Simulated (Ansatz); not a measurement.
# Ta: the cost of one run

Program: Ansatz 0.2.0. Level of theory: DFT PBEsol, scalar-relativistic, plane waves, PAW. These are calculated values, not measurements.

### Step 1. Starting point

It takes space group Im-3m (No. 229, cubic). The conventional cell has a = 3.303 Å, b = 3.303 Å, c = 3.303 Å, α = 90.00°, β = 90.00°, γ = 90.00°. Ta (site symmetry m-3m) is surrounded by 8 Ta at 2.86 Å.

As a file:

```cif
data_structure
_symmetry_space_group_name_H-M 'Im-3m'
_symmetry_Int_Tables_number 229
_cell_length_a 3.3026
_cell_length_b 3.3026
_cell_length_c 3.3026
_cell_angle_alpha 90.000
_cell_angle_beta 90.000
_cell_angle_gamma 90.000
_cell_volume 36.02
loop_
_atom_site_label
_atom_site_type_symbol
_atom_site_symmetry_multiplicity
_atom_site_Wyckoff_symbol
_atom_site_fract_x
_atom_site_fract_y
_atom_site_fract_z
_atom_site_occupancy
Ta1 Ta 2 a 0.00000 0.00000 0.00000 1
```

The structure comes from the Crystallography Open Database.

(A quick probe on a coarse mesh, which set the mesh and smearing, is not shown.)

### Step 3. The relaxation

Input file input.yaml:

```yaml
crystal:
  lattice:
    - [-1.65128, 1.65128, 1.65128]
    - [1.65128, -1.65128, 1.65128]
    - [1.65128, 1.65128, -1.65128]
  atoms:
    - { symbol: Ta, position: [0.0, 0.0, 0.0] }
basis:
  ecutwfc: 420
kpoints:
  mp_grid: { grid: [18, 18, 18] }
hamiltonian:
  xc: pbesol
scf:
  occupations: { method: gaussian, width: 0.1 }
output:
  forces: true
  stress: true
  eigenvalues: true
relax:
  adjacent_minimum: "off"
  f_tol: 0.005
  max_steps: 80
  cell: { stress_tol: 0.05 }
```

Command:

```bash
$ ansatz run input.yaml --threads 1 --pin off --max-ram 2560MiB --backend cpu --events-out ev --progress --plain --runs-dir out
```

What time and memory should one allow on 1 thread of Intel Xeon at 2.70GHz, shared host?

About 13 s, with a peak of 0.35 GiB.
